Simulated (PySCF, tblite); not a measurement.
**C₃H₁₀OSeSi+ (doublet): geometry, infrared bands and EPR parameters**

Wanted: the infrared bands and EPR parameters of C₃H₁₀OSeSi+ (doublet) (`CC(C)O[SiH2][SeH+]`), by calculation.

The runs use tblite 0.8.0 and PySCF 2.14.0, with density-fitted response routines of our own; the level of theory stands in each step. All values are computed, except where a source is named. Atoms count from 0, in the outputs and in this text.

### 1 The starting structure

16 atoms, charge 1, multiplicity 2; geometry from: force field or distance geometry start.

Bonds of the start (Å): C0–C1 1.53, C1–C2 1.53, C1–O3 1.42, O3–Si4 1.74, Si4–Se5 2.28, C0–H6 1.11, C0–H7 1.11, C0–H8 1.11, C1–H9 1.13, C2–H10 1.12, C2–H11 1.11, C2–H12 1.11, Si4–H13 1.46, Si4–H14 1.48, Se5–H15 1.54.

### 2 Geometry optimisation with GFN2-xTB

Job settings and geometry (Å):

```
{"job": {"kind": "relax", "xc": "GFN2-xTB", "basis": "xTB"}, "charge": 1, "multiplicity": 2}
C     -0.596800    -1.592500    -0.812300
C     -0.308400    -0.369100     0.054200
C     -1.498200    -0.068500     0.964800
O     -0.041400     0.735700    -0.792000
Si     1.139500     1.788800    -0.074400
Se     3.226500     1.093100    -0.672300
H      0.273800    -1.812600    -1.456400
H     -1.475300    -1.387200    -1.461600
H     -0.811600    -2.482600    -0.179100
H      0.559300    -0.660600     0.711900
H     -2.399600     0.186200     0.343400
H     -1.750200    -0.944200     1.603100
H     -1.285100     0.797100     1.634500
H      1.028900     1.813500     1.382300
H      0.924500     3.160500    -0.592400
H      3.006300    -0.248700     0.052900
```

Command:

```console
$ OMP_NUM_THREADS=1 python probes_run.py task.json out
```

The driver reads the jobs from task.json and runs them one after another.

What it wrote:

```text
step      E/eV     max force
  0    -546.08620    3.303
  1    -546.41674    2.141
  2    -546.58288    1.927
  3    -546.63541    0.660
  4    -546.66002    0.568
  5    -546.69168    0.517
  6    -546.71652    0.550
  7    -546.74467    0.379
  8    -546.75595    0.314
  9    -546.76518    0.295
 10    -546.77513    0.343
 11    -546.78896    0.499
 12    -546.80739    0.579
 13    -546.83002    0.530
 14    -546.85512    0.382
 15    -546.88051    0.387
 16    -546.90205    0.374
 17    -546.91664    0.272
 18    -546.92592    0.212
 19    -546.93392    0.183
 20    -546.94062    0.166
 21    -546.94557    0.204
 22    -546.94877    0.199
 23    -546.95207    0.158
 24    -546.95587    0.148
 25    -546.96241    0.165
 26    -546.96511    0.134
 27    -546.96789    0.106
 28    -546.97020    0.099
 29    -546.97258    0.096
 30    -546.97440    0.107
 31    -546.97598    0.099
 32    -546.97730    0.093
 33    -546.97855    0.095
 34    -546.97995    0.088
 35    -546.98145    0.097
 36    -546.98280    0.096
 37    -546.98394    0.089
 38    -546.98500    0.088
 39    -546.98617    0.110
 40    -546.98764    0.101
 41    -546.98943    0.132
 42    -546.99138    0.138
 43    -546.99306    0.122
 44    -546.99422    0.089
 45    -546.99489    0.055
 46    -546.99535    0.053
 47    -546.99580    0.053
 48    -546.99645    0.067
 49    -546.99698    0.051
 50    -546.99733    0.041
 51    -546.99756    0.037
 52    -546.99784    0.049
 53    -546.99819    0.048
 54    -546.99856    0.045
 55    -546.99888    0.045
 56    -546.99918    0.038
 57    -546.99950    0.057
 58    -546.99979    0.044
 59    -547.00002    0.043
 60    -547.00021    0.038
 61    -547.00043    0.051
 62    -547.00070    0.055
 63    -547.00099    0.040
 64    -547.00129    0.037
 65    -547.00166    0.050
 66    -547.00221    0.081
 67    -547.00301    0.093
 68    -547.00399    0.080
 69    -547.00501    0.071
 70    -547.00613    0.092
 71    -547.00745    0.126
 72    -547.00844    0.206
 73    -547.01085    0.121
 74    -547.01366    0.113
 75    -547.01642    0.128
 76    -547.01863    0.164
 77    -547.02160    0.131
 78    -547.02416    0.151
 79    -547.02599    0.145
 80    -547.02850    0.149
 81    -547.03355    0.202
 82    -547.04031    0.201
 83    -547.04786    0.307
 84    -547.05368    0.331
 85    -547.05770    0.179
 86    -547.05862    0.295
 87    -547.06382    0.267
 88    -547.06687    0.203
 89    -547.06982    0.102
 90    -547.07153    0.097
 91    -547.07240    0.072
 92    -547.07340    0.074
 93    -547.07428    0.069
 94    -547.07500    0.068
 95    -547.07543    0.068
 96    -547.07580    0.055
 97    -547.07618    0.048
 98    -547.07652    0.037
 99    -547.07673    0.029
100    -547.07686    0.027
101    -547.07695    0.026
102    -547.07704    0.023
103    -547.07711    0.021
104    -547.07718    0.019
105    -547.07726    0.022
106    -547.07737    0.025
107    -547.07752    0.030
108    -547.07768    0.030
109    -547.07784    0.027
110    -547.07796    0.028
111    -547.07808    0.026
112    -547.07821    0.028
113    -547.07837    0.033
114    -547.07856    0.035
115    -547.07875    0.029
116    -547.07892    0.030
117    -547.07907    0.032
118    -547.07923    0.028
119    -547.07942    0.035
120    -547.07963    0.046
121    -547.07984    0.048
122    -547.08004    0.040
123    -547.08024    0.036
124    -547.08041    0.038
125    -547.08057    0.036
126    -547.08071    0.029
127    -547.08084    0.028
128    -547.08096    0.020
129    -547.08103    0.017
130    -547.08107    0.016
131    -547.08110    0.013
132    -547.08113    0.014
133    -547.08117    0.014
134    -547.08121    0.018
135    -547.08126    0.019
136    -547.08133    0.023
137    -547.08146    0.036
138    -547.08169    0.053
139    -547.08200    0.066
140    -547.08231    0.058
141    -547.08253    0.039
142    -547.08266    0.043
143    -547.08282    0.051
144    -547.08303    0.043
145    -547.08338    0.053
146    -547.08400    0.055
147    -547.08468    0.069
148    -547.08529    0.076
149    -547.08568    0.105
150    -547.08461    0.223
151    -547.08701    0.048
152    -547.08744    0.045
153    -547.08807    0.044
154    -547.08843    0.050
155    -547.08872    0.048
156    -547.08893    0.040
157    -547.08914    0.026
158    -547.08926    0.021
159    -547.08934    0.018
160    -547.08938    0.022
161    -547.08943    0.018
162    -547.08949    0.021
163    -547.08957    0.019
164    -547.08969    0.027
165    -547.08987    0.031
166    -547.09012    0.038
167    -547.09050    0.036
168    -547.09074    0.077
169    -547.09133    0.038
170    -547.09157    0.026
171    -547.09174    0.026
172    -547.09182    0.024
173    -547.09188    0.023
174    -547.09194    0.018
175    -547.09200    0.015
176    -547.09204    0.012
177    -547.09207    0.012
178    -547.09209    0.020
179    -547.09210    0.010
180    -547.09212    0.013
181    -547.09214    0.015
182    -547.09216    0.016
183    -547.09218    0.013
184    -547.09221    0.014
185    -547.09226    0.016
186    -547.09232    0.023
187    -547.09238    0.025
188    -547.09245    0.022
189    -547.09250    0.016
190    -547.09255    0.020
191    -547.09260    0.023
192    -547.09266    0.018
193    -547.09270    0.019
194    -547.09282    0.024
195    -547.09289    0.026
196    -547.09303    0.026
197    -547.09313    0.023
198    -547.09321    0.052
199    -547.09336    0.021
200    -547.09347    0.019
201    -547.09357    0.024
202    -547.09364    0.024
203    -547.09372    0.016
204    -547.09377    0.012
205    -547.09379    0.009
```

Run time: 2.5 s. Hardware: 1 thread of Arm Neoverse N1, shared host; peak memory 0.18 GiB.

Along the way: (not every step is listed)

| step | energy from step 0 (eV) | largest force (eV/Å) |
| --- | --- | --- |
| 0 | 0.0000 | 3.3032 |
| 1 | -0.3305 | 2.1411 |
| 2 | -0.4967 | 1.9274 |
| 3 | -0.5492 | 0.6598 |
| 4 | -0.5738 | 0.5679 |
| 5 | -0.6055 | 0.5175 |
| 6 | -0.6303 | 0.5499 |
| 7 | -0.6585 | 0.3789 |
| 8 | -0.6698 | 0.3137 |
| 27 | -0.8817 | 0.1057 |
| 46 | -0.9092 | 0.0534 |
| 65 | -0.9155 | 0.0500 |
| 84 | -0.9675 | 0.3308 |
| 103 | -0.9909 | 0.0206 |
| 122 | -0.9938 | 0.0399 |
| 141 | -0.9963 | 0.0386 |
| 160 | -1.0032 | 0.0222 |
| 179 | -1.0059 | 0.0099 |
| 198 | -1.0070 | 0.0523 |
| 200 | -1.0073 | 0.0192 |
| 201 | -1.0074 | 0.0242 |
| 202 | -1.0074 | 0.0235 |
| 203 | -1.0075 | 0.0164 |
| 204 | -1.0076 | 0.0116 |
| 205 | -1.0076 | 0.0086 |

Distances of close pairs at the start and the end, largest changes first:

| bond | before (Å) | after (Å) | change (Å) |
| --- | --- | --- | --- |
| Si4–Se5 | 2.280 | 2.451 | +0.171 |
| O3–Si4 | 1.737 | 1.583 | -0.155 |
| Se5–H15 | 1.541 | 1.449 | -0.092 |
| C2–H10 | 1.124 | 1.088 | -0.036 |
| C1–H9 | 1.127 | 1.098 | -0.030 |
| C2–H12 | 1.115 | 1.087 | -0.028 |
| C0–H8 | 1.113 | 1.086 | -0.027 |
| C2–H11 | 1.113 | 1.086 | -0.027 |

The next job starts from the end point, and lists it.

### 3 Infrared spectrum with GFN2-xTB

Job settings and geometry (Å):

```
{"job": {"kind": "ir", "xc": "GFN2-xTB", "basis": "xTB"}, "charge": 1, "multiplicity": 2}
C     -0.868052    -1.255276    -0.971867
C     -0.287345    -0.809627     0.357356
C     -1.325898    -0.208909     1.286318
O      0.771286     0.127839     0.136619
Si     0.980778     1.572407    -0.475274
Se     3.393568     1.725280    -0.075179
H     -0.088813    -1.645259    -1.621953
H     -1.354703    -0.417754    -1.468061
H     -1.600953    -2.039070    -0.806291
H      0.199957    -1.660759     0.849921
H     -1.822841     0.627611     0.798670
H     -2.068221    -0.960077     1.539110
H     -0.865025     0.142369     2.206289
H      0.473756     2.692960     0.307572
H      0.910856     1.680148    -1.927411
H      3.544049     0.437060     0.570864
```

What it wrote:

```text
mode    cm-1     km/mol
  1      21.8      0.42
  2      66.9      1.80
  3      82.8      1.93
  4      88.3     31.76
  5     115.1      0.03
  6     202.9      0.01
  7     230.7     10.41
  8     240.6      3.74
  9     354.3      8.21
 10     395.2      1.90
 11     428.0     41.92
 12     471.9     23.75
 13     496.1      9.56
 14     545.6     15.39
 15     674.6     33.72
 16     695.3     83.27
 17     741.6     65.42
 18     917.5      1.10
 19     939.4      0.48
 20     960.5      0.05
 21    1056.0     14.02
 22    1095.5     63.63
 23    1132.9     20.31
 24    1165.1    121.80
 25    1237.7      1.68
 26    1274.2     38.68
 27    1380.3     34.70
 28    1405.2     27.37
 29    1446.1     17.38
 30    1459.4     43.96
 31    1461.0      2.56
 32    1476.5      8.34
 33    2053.3    173.77
 34    2282.9    104.92
 35    2295.4     15.54
 36    2900.2     85.39
 37    3027.9      1.93
 38    3033.2     42.70
 39    3044.8      4.41
 40    3047.1     21.87
 41    3063.5      0.15
 42    3067.9      2.05
```

It took 0.95 s on 1 thread of Arm Neoverse N1, shared host; peak memory 0.18 GiB.

The strongest bands and the atoms that carry them (share of the mass-weighted mode):

| cm⁻¹ | km/mol | atoms |
| --- | --- | --- |
| 695 | 83.3 | H13 33 %, H14 33 %, C1 14 % |
| 742 | 65.4 | H13 28 %, H14 28 %, Si4 19 % |
| 1096 | 63.6 | C1 26 %, O3 24 % |
| 1165 | 121.8 | C1 35 %, H10 10 % |
| 1459 | 44.0 | H8 22 %, H11 22 %, H10 18 %, H7 17 % |
| 2053 | 173.8 | H15 99 % |
| 2283 | 104.9 | H13 53 %, H14 42 % |
| 2900 | 85.4 | H9 93 % |

### 4 g tensor and hyperfine couplings: B3LYP/def2-TZVP-core+pcH-1

Settings changed since step 3:

```diff
@@ -1,2 +1,2 @@
-{"job": {"kind": "ir", "xc": "GFN2-xTB", "basis": "xTB"}, "charge": 1, "multiplicity": 2}
+{"job": {"kind": "epr", "basis": "pcH-1"}, "charge": 1, "multiplicity": 2}
 C     -0.868052    -1.255276    -0.971867
```

Method: UKS B3LYP, def2-TZVP-core on Se, pcH-1 on C H O Si, non-relativistic, mean-field spin-orbit, GIAO.

What it wrote:

```text
UKS, coarse grid
  cycle   1  E = -2886.25989840  |g| = 1.58e+00
  cycle   2  E = -2885.37772987  |g| = 1.59e+00
  cycle   3  E = -2886.00334519  |g| = 1.03e+00
  cycle   4  E = -2886.40886934  |g| = 2.10e-01
  cycle   5  E = -2886.42512949  |g| = 1.03e-01
  cycle   6  E = -2886.42939053  |g| = 1.80e-02
  cycle   7  E = -2886.42953210  |g| = 8.38e-03
  cycle   8  E = -2886.42956021  |g| = 2.27e-03
  cycle   9  E = -2886.42956458  |g| = 1.22e-03
  cycle  10  E = -2886.42956226  |g| = 4.27e-04
UKS, final grid
  cycle   1  E = -2886.42966581  |g| = 1.52e-04
  cycle   2  E = -2886.42966582  |g| = 1.32e-04
  cycle   3  E = -2886.42966583  |g| = 3.11e-05
  cycle   4  E = -2886.42966583  |g| = 1.72e-05
E = -2886.42966583 Eh   <S^2> = 0.7532 (exact 0.7500)
g shifts (ppm)      1          2          3
  rmc          -243       -243       -243
  gc            -36         66         52
  oz_so         929      72909     318657
  total         650      72737     318471
hyperfine (MHz)  atom isotope    a_iso     a_fc   dipolar eigenvalues
    0   13C       0.14       0.16     -0.18     -0.12      0.30
    1   13C      -0.48      -0.36     -0.15     -0.06      0.21
    2   13C       0.20       0.21     -0.19     -0.13      0.32
    3   17O       3.02       2.38     -0.49     -0.10      0.59
    4  29Si      19.13      20.74     -3.54     -0.00      3.55
    5  77Se      98.94      23.87   -446.85   -431.85    878.70
    6    1H      -0.01      -0.01     -0.60     -0.57      1.17
    7    1H       0.14       0.15     -0.52     -0.48      1.00
    8    1H       0.28       0.29     -0.33     -0.31      0.63
    9    1H      -0.06      -0.04     -0.69     -0.61      1.30
   10    1H       0.12       0.12     -0.52     -0.48      1.00
   11    1H       0.43       0.44     -0.33     -0.31      0.64
   12    1H      -0.03      -0.03     -0.60     -0.56      1.16
   13    1H      43.80      43.83     -2.59     -1.03      3.63
   14    1H      44.03      44.05     -2.57     -1.08      3.65
   15    1H     -41.07     -44.08    -17.71      2.70     15.01
```

Wall time 6.1 min (1 thread of Arm Neoverse N1, shared host); peak memory 1.3 GiB.

Principal g values 2.00297, 2.07506, 2.32079; g(iso) = 2.13294, against 2.00232 for a free electron.

Mean a(iso) over the nuclei that a row names, and the largest dipolar term of the row (other rows stand at the frozen geometry):

| nuclei | isotope | a(iso) (MHz) | a(iso) (G, at g = 2.0023) | largest dipolar term (MHz) |
| --- | --- | --- | --- | --- |
| Se5 | 77Se | 98.9 | 35.3 | 878.7 |
| H13, H14 | 1H | 43.9 | 15.7 | 3.6 |
| H15 | 1H | -41.1 | -14.7 | -17.7 |
| Si4 | 29Si | 19.1 | 6.8 | 3.5 |
| O3 | 17O | 3.0 | 1.1 | 0.6 |
| C1 | 13C | -0.5 | -0.2 | 0.2 |
| C0, C2 | 13C | 0.2 | 0.1 | 0.3 |
| H6, H7, H8, H10, H11, H12 | 1H | 0.2 | 0.1 | 1.2 |
| H9 | 1H | -0.1 | 0.0 | 1.3 |

Mulliken spin populations:

C0 0.00; C1 0.00; C2 0.00; O3 0.00; Si4 -0.03; Se5 1.01; H6 0.00; H7 0.00; H8 0.00; H9 0.00; H10 0.00; H11 0.00; H12 0.00; H13 0.02; H14 0.02; H15 -0.02

In first order the couplings over 0.8 MHz of 1H give 6 distinct lines over 46.0 G, if the averaged nuclei exchange fast.

Orbitals, density, ELF and potential are computed afterwards from the orbital file.

ELF in a plane through or near 7 of the atoms.

Ten even steps from ' ' (0.00) to '@' (1.00):
```
                                                        
                                                        
                                                        
                            **##**..                    
                          ++@@@@@@**                    
                          ==@@@@@@**--****..            
    ..--++++==::            %%@@@@##@@@@@@%%            
    ==##%%%%##++::    ----  ::**--++@@@@@@@@            
  ..##%%%%##**##++..--####==--%%%%**@@@@@@**            
  --%%@@++======##::++%%++##--::**==..                  
  ==%%@@==****--##::++##==##==::++==                    
  ::%%@@%%++==##++..--##%%++--%%%%**%%@@@@++            
    ++%%%%%%##**--  ..====..::**--==@@@@@@@@            
    ::++****++--..          **@@%%**@@@@@@%%            
        ....              --@@@@@@##==####::            
                          ++@@@@@@**  ..                
                            ##%%##::                    
                              ....                      
                                                        
                                                        
```
The map spans 12.7 Å across and 9.5 Å up, centred on the molecule. Atoms in the plane (x, y in Å): C1 (0.7, 0.0), O3 (-0.7, 0.0), Se5 (-3.8, 0.0), H6 (0.9, -2.1), H8 (2.4, -1.3), H11 (2.4, 1.3), H12 (0.8, 2.1).

log10 of the density (e/Å³) in the same plane.

Values, 10 rows by 14 columns:
```
-4.0 -4.0 -4.0 -4.0 -4.0 -4.0 -4.0 -4.0 -4.0 -4.0 -4.0 -4.0 -4.0 -4.0
-4.0 -4.0 -4.0 -4.0 -4.0 -4.0 -3.8 -2.8 -2.7 -3.2 -4.0 -4.0 -4.0 -4.0
-4.0 -3.8 -3.3 -3.2 -3.3 -3.3 -2.6 -1.1 -0.8 -1.7 -2.4 -3.8 -4.0 -4.0
-3.7 -2.5 -1.7 -1.5 -1.9 -2.0 -1.7 -0.5  0.2 -0.1 -1.1 -3.0 -4.0 -4.0
-3.0 -1.5 -0.5 -0.3 -0.8 -0.8 -0.2 -0.4  0.2 -0.2 -1.2 -3.0 -4.0 -4.0
-2.8 -1.2  0.1  1.4 -0.4 -0.3  1.5  0.2  0.2 -1.1 -1.8 -3.3 -4.0 -4.0
-3.2 -1.8 -0.9 -0.7 -1.2 -1.3 -0.9 -0.6  0.2  0.2 -0.9 -2.9 -4.0 -4.0
-4.0 -3.1 -2.5 -2.3 -2.6 -2.7 -2.2 -0.6  0.0 -1.0 -1.7 -3.3 -4.0 -4.0
-4.0 -4.0 -4.0 -3.9 -4.0 -3.9 -3.1 -1.9 -1.7 -2.4 -3.2 -4.0 -4.0 -4.0
-4.0 -4.0 -4.0 -4.0 -4.0 -4.0 -4.0 -3.7 -3.6 -4.0 -4.0 -4.0 -4.0 -4.0
```
The map spans 12.7 Å across and 9.5 Å up, centred on the molecule. Atoms in the plane (x, y in Å): C1 (0.7, 0.0), O3 (-0.7, 0.0), Se5 (-3.8, 0.0), H6 (0.9, -2.1), H8 (2.4, -1.3), H11 (2.4, 1.3), H12 (0.8, 2.1).

On the surface of density 0.002 e/bohr³ the electrostatic potential runs, from the 1st to the 99th percentile, from 3.06 to 6.38 V.

The spin density lies nearest to Se5 84 %; H15 9 %.

### 5 Results

| quantity | value |
| --- | --- |
| strongest single infrared mode (GFN2-xTB) | 2053 cm⁻¹, 174 km/mol |
| zero-point energy (GFN2-xTB) | 74.4 kcal/mol |
| g(iso) (B3LYP) | 2.13294 |
| ⟨S²⟩ | 0.753 (exact 0.75) |
| largest a(iso) (averaged by class) | 77Se on Se5, 98.9 MHz |

**Reading.** The optimisation took 205 steps and gained 1.008 eV; among the close pairs (by a distance rule), Si4–Se5 changed most, from 2.280 to 2.451 Å. No mode is imaginary among the 42: a minimum at this level. The strongest single mode, at 2053 cm⁻¹, moves mainly H15. GFN2-xTB is a fitted tight-binding method: band positions and strengths are rough. Its intensities can rank the bands wrongly. Se5 carries the largest spin population, 1.01 e. The isotropic g lies 130.6 ppt above the free-electron value. The hyperfine terms hold no scalar relativity, which the heavier nuclei need.
